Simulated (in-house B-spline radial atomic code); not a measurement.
# Si⁵⁺: ionisation energy by several methods

Aim: the ionisation energy of Si⁵⁺ by several methods, each as the difference of two self-consistent energies (Si⁵⁺ and the next ion, [He] 2s2 2p4).

Method: non-relativistic, several functionals, spin-polarised; spherical all-electron atom at the radial basis limit. Code: in-house B-spline radial atomic code version 1.

### 1 Starting point

```
element       : silicon (Z = 14)
charge        : +5
electrons     : 9
configuration : [He] 2s2 2p5
nucleus       : point
```

The outer shells:

[He] 2s2 2p5
```
[He] core
2s [↑↓]
2p [↑↓][↑↓][↑ ]
```

Where spins are not typed, each open shell is filled with up spins first.

### 2 Hartree-Fock

Settings of the run:

```ini
Z = 14
electrons = 9.0
configuration = [He] 2s2 2p5
hamiltonian = nr
method = hf
spin_polarised = True
```

### 3 M06-L

Settings of the run:

```ini
Z = 14
electrons = 9.0
configuration = [He] 2s2 2p5
hamiltonian = nr
method = m06l
spin_polarised = True
```

### 4 TPSS

Settings of the run:

```ini
Z = 14
electrons = 9.0
configuration = [He] 2s2 2p5
hamiltonian = nr
method = tpss,tpss
spin_polarised = True
```

### 5 BLYP

Settings of the run:

```ini
Z = 14
electrons = 9.0
configuration = [He] 2s2 2p5
hamiltonian = nr
method = b88,lyp
spin_polarised = True
```

### 6 SCAN

Settings of the run:

```ini
Z = 14
electrons = 9.0
configuration = [He] 2s2 2p5
hamiltonian = nr
method = scan,scan
spin_polarised = True
```

### 7 LDA (VWN5)

Settings of the run:

```ini
Z = 14
electrons = 9.0
configuration = [He] 2s2 2p5
hamiltonian = nr
method = lda,vwn
spin_polarised = True
```

### 8 BP86

Settings of the run:

```ini
Z = 14
electrons = 9.0
configuration = [He] 2s2 2p5
hamiltonian = nr
method = b88,p86
spin_polarised = True
```

### 9 r2SCAN

Settings of the run:

```ini
Z = 14
electrons = 9.0
configuration = [He] 2s2 2p5
hamiltonian = nr
method = r2scan
spin_polarised = True
```

### 10 PW91

Settings of the run:

```ini
Z = 14
electrons = 9.0
configuration = [He] 2s2 2p5
hamiltonian = nr
method = pw91,pw91
spin_polarised = True
```

Q: The tabulated ionisation energy is 205.279 ± 0.005 eV (semi-empirical; NIST Atomic Spectra Database). What does each method give, and which comes nearest?

As calculated:

| method | rung | total energy (hartree) | ΔSCF (eV) | −ε highest (eV) | ΔSCF less tabulated (eV) |
| --- | --- | --- | --- | --- | --- |
| LDA (VWN5) | LDA | -278.2700 | 205.75 | 186.11 (2p down) | +0.47 |
| BLYP | GGA | -279.4438 | 205.76 | 186.12 (2p down) | +0.48 |
| BP86 | GGA | -279.4555 | 205.91 | 186.24 (2p down) | +0.63 |
| PW91 | GGA | -279.4013 | 205.96 | 186.32 (2p down) | +0.69 |
| M06-L | meta-GGA | -279.4354 | 205.88 | 186.99 (2p down) | +0.60 |
| TPSS | meta-GGA | -279.4543 | 205.86 | 186.37 (2p down) | +0.58 |
| SCAN | meta-GGA | -279.4149 | 206.19 | 187.21 (2p down) | +0.91 |
| r2SCAN | meta-GGA | -279.3800 | 206.13 | 187.14 (2p down) | +0.85 |
| Hartree-Fock | Hartree-Fock | -279.1031 | 203.63 | 206.28 (2p down) | -1.65 |

Tables give 205.279 ± 0.005 eV (semi-empirical; NIST Atomic Spectra Database) for the ionisation energy. LDA (VWN5) misses by +0.47 eV, the least, and Hartree-Fock by -1.65 eV (0.80 %), the most. Mean absolute error by rung (exchange-only levels left out): LDA 0.47 eV, GGA 0.60 eV, meta-GGA 0.73 eV, Hartree-Fock 1.65 eV. These runs lack relativity altogether, which can outweigh the gaps between the methods, so the nearest may be so by luck. Open shells are averaged (over orientations, and over spins where the run is restricted), while tables refer to the lowest levels. For the semilocal functionals minus the highest level recovers only 90 to 91 % of their own ΔSCF value, a mark of self-interaction.

Members of this set that are not shown: 12 used exact exchange with fractional occupations of an open shell, which is unsound here.
